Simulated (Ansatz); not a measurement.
# CH3BClF: the cost of one run

All numbers below are computed with Ansatz 0.2.0 (RKS CAM-B3LYP/def2-SVP).

**1. The system as given**

Bond lengths: B1–Cl2 1.860 Å, B1–F3 1.320 Å, B1–C4 1.600 Å, C4–H5 1.110 Å, C4–H6 1.110 Å, C4–H7 1.110 Å. Angles: Cl2–B1–F3 120.0°, Cl2–B1–C4 120.0°, F3–B1–C4 120.0°, B1–C4–H5 109.5°, B1–C4–H6 109.5°, B1–C4–H7 109.5°, H5–C4–H6 109.4°, H5–C4–H7 109.4°, H6–C4–H7 109.4°.

Coordinates:

```xyz
7

B     0.0000    0.0000    0.0000
Cl    0.0000    0.0000    1.8600
F     1.1431    0.0000   -0.6600
C    -1.3856    0.0000   -0.8000
H    -1.9458   -0.9305   -0.5708
H    -1.9898    0.8797   -0.4946
H    -1.1839    0.0508   -1.8903
```

**2. Relaxing the start**

input.yaml reads:

```yaml
crystal:
  periodic: [false, false, false]
  atoms:
    - { symbol: B, position_ang: [0.0, 0.0, 0.0] }
    - { symbol: Cl, position_ang: [0.0, 0.0, 1.86] }
    - { symbol: F, position_ang: [1.1431, 0.0, -0.66] }
    - { symbol: C, position_ang: [-1.3856, 0.0, -0.8] }
    - { symbol: H, position_ang: [-1.9458, -0.9305, -0.5708] }
    - { symbol: H, position_ang: [-1.9898, 0.8797, -0.4946] }
    - { symbol: H, position_ang: [-1.1839, 0.0508, -1.8903] }
basis:
  gaussian: { orbitals: def2-SVP }
hamiltonian:
  xc: cam_b3lyp
relax:
  f_tol: 0.02
  max_steps: 40
```

The run is started by

```
$ ansatz run input.yaml --threads 2 --pin off --max-ram 3072MiB --backend cpu --events-out ev --progress --plain --runs-dir out
```

**Question.** How long does this run take on 2 threads of Arm Neoverse V1, shared host, and how much memory does it need?

About 15 s, with a peak of 0.19 GiB.
